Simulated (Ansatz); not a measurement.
What does this script print? It uses the Python package of Ansatz (0.2.0).

The script, `fge2h3o_field.py`:
```python
import ansatz as az
import numpy as np

SETTINGS = {
    "basis": "def2-SVPD",
    "xc": "b3lyp",
}


def main() -> None:
    molecule = (
        az.Crystal.molecule()
        .atom("F", [-2.3483, -0.5728, -0.3629])
        .atom("Ge", [-0.8244, 0.0781, -0.8538])
        .atom("O", [0.4149, -1.0449, -0.3037])
        .atom("Ge", [0.8678, 0.2397, 0.9097])
        .atom("H", [-0.5256, 0.4837, -2.3365])
        .atom("H", [0.3227, -0.1977, 2.3209])
        .atom("H", [2.1542, 0.9458, 0.5805])
    )

    calculation = molecule.calculation().basis(gaussian=SETTINGS["basis"]).functional(SETTINGS["xc"]).forces()
    centre = np.mean([site.position_ang for site in molecule.cartesian_sites], axis=0)
    field = 2 * 14.399645 * 4.0 / 25.0 ** 2


    def dipole(axis, sign):
        arm = 25.0 * np.eye(3)[axis]
        pair = [{"charge": sign * 4.0, "position_ang": (centre - arm).tolist()}, {"charge": -sign * 4.0, "position_ang": (centre + arm).tolist()}]
        deck = calculation.input().set(az.key.basis.gaussian.point_charges, pair)
        return np.array(az.Session.from_dict(deck).plan().execute().report["charge_distribution"]["dipole_moment_e_ang"])


    print(f"field {field:.4f} V/A")
    alpha = np.array([(dipole(axis, 1) - dipole(axis, -1)) / (2 * field) * 14.399645 for axis in range(3)])
    print("polarisability tensor (A^3)")
    print(np.array2string(alpha, precision=3, suppress_small=True))
    print(f"mean {np.trace(alpha) / 3:.3f} A^3 = {np.trace(alpha) / 3 / 0.14818471:.2f} bohr^3")


if __name__ == "__main__":
    main()
```

```console
$ python fge2h3o_field.py
field 0.1843 V/A
polarisability tensor (A^3)
[[11.352  0.48   2.695]
 [ 0.452  7.961 -0.258]
 [ 2.697 -0.285 12.487]]
mean 10.600 A^3 = 71.53 bohr^3
```

Caveats:
- The geometry is a force-field or estimated start, not a minimum of this method, and the basis set is short of its limit. The field of two point charges is only nearly even.
- b3lyp holds the VWN-RPA fit, as in Gaussian; the form of ORCA and Turbomole is b3lyp5.
- Wall time of the script: 74 s on 1 thread of Arm Neoverse V1, on a shared host, peak memory 0.46 GiB.
